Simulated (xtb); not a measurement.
# C2H3BCl2 (SMILES ClC1(Cl)BC1) at GFN-FF

Wanted: vibrations with a bias potential of C2H3BCl2. 

Program for the calculation: xtb 6.7.1.

7 further runs of the same task are left out: 7 set aside as unsound or not needed.

### 1 The molecule

C2H3BCl2 has 8 atoms, charge 0, and is taken as a singlet. As SMILES, `ClC1(Cl)BC1`. Geometry: optimised at GFN2-xTB.

Bond lengths: Cl1–C2 1.773 Å, C2–Cl3 1.773 Å, C2–B4 1.546 Å, C2–C5 1.513 Å, B4–C5 1.535 Å, B4–H6 1.150 Å, C5–H7 1.083 Å, C5–H8 1.083 Å. Some angles: Cl1–C2–Cl3 110.6°, Cl1–C2–B4 121.7°, Cl1–C2–C5 116.9°, Cl3–C2–B4 121.6°, Cl3–C2–C5 116.9°, B4–C2–C5 60.2°, C2–B4–C5 58.8°, C2–C5–B4 61.0°, C2–B4–H6 148.5°, C5–B4–H6 152.6°.

### 2 Vibrations with a bias potential at GFN-FF

Contents of xcontrol:

```
$chrg 0
$spin 0
$end
```

Contents of in.coord:

```
$coord angs
     0.8656300    -1.0149200     1.8015500  Cl
    -0.2244400    -0.3634200     0.5649800  C
    -1.7752900    -1.2216000     0.5846200  Cl
    -0.1132800     1.0987600     0.0739900  B
     0.3780000    -0.0691400    -0.7918700  C
    -0.2922800     2.2172400     0.2745000  H
     1.4315800    -0.2884000    -0.9098500  H
    -0.1778200    -0.4156300    -1.6538300  H
$end
```

Launch:

```bash
xtb in.coord --bhess lax -I xcontrol --gff > xtb.out 2> xtb.err
```

**Question.** What will come out? Wanted: steric energy; dipole moment; dispersion energy; lowest harmonic wavenumber; highest harmonic wavenumber.

Computed results:

At GFN-FF:

| quantity | value |
| --- | --- |
| steric energy (arbitrary zero) | -0.99436 Eh |
| dipole moment (from atomic charges) | 2.23 D |
| dispersion energy | -11.47 kJ/mol |
| lowest harmonic wavenumber | 550i cm⁻¹ (imaginary) |
| highest harmonic wavenumber | 3097 cm⁻¹ |

In words: 2 modes are imaginary (lowest 550i cm⁻¹); the shape wasn't relaxed at this level, so this says little about stability. The vibrations are taken at a shape not relaxed at this level, so they aren't the harmonic values of a minimum.
